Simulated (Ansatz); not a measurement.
# Pb (Lead): the cost of one run

Computed with Ansatz 0.2.0 (DFT PBEsol, frozen-core PAW and all-electron LAPW, scalar-relativistic unless said, unless a step's input says otherwise).

**1. Starting point**

It takes space group Fm-3m (No. 225, cubic). Conventional cell: a = 4.950 Å, b = 4.950 Å, c = 4.950 Å, α = 90.00°, β = 90.00°, γ = 90.00°. Pb (site symmetry m-3m) is surrounded by 12 Pb at 3.50 Å.

Structure file:

```
CELL_PARAMETERS angstrom
0.00000 2.47502 2.47502
2.47502 0.00000 2.47502
2.47502 2.47502 0.00000
ATOMIC_POSITIONS crystal
Pb 0.00000 0.00000 0.00000
```

Cartesian axes are those of the input's lattice vectors. The structure goes back to a database entry.

**2. Cell and atoms relaxed, PAW**

Contents of input.yaml:

```yaml
crystal:
  lattice:
    - [0.0, 2.47502, 2.47502]
    - [2.47502, 0.0, 2.47502]
    - [2.47502, 2.47502, 0.0]
  atoms:
    - { symbol: Pb, position: [0.0, 0.0, 0.0] }
kpoints:
  mp_grid: { grid: [12, 12, 12] }
scf:
  occupations: { method: fermi_dirac, width: 0.1 }
hamiltonian:
  xc: pbesol
  pseudopotentials: { kind: paw }
relax:
  f_tol: 0.002
  max_steps: 80
  cell: {}
output:
  forces: true
  stress: true
```

Run with:

```
$ ansatz run input.yaml --threads 1 --pin off --max-ram 3072MiB --backend cpu --events-out ev --progress --plain --runs-dir out
```

What time and memory should one allow on 1 thread of Arm Neoverse V2, shared host?

About 3.2 s, with a peak of 0.3 GiB.
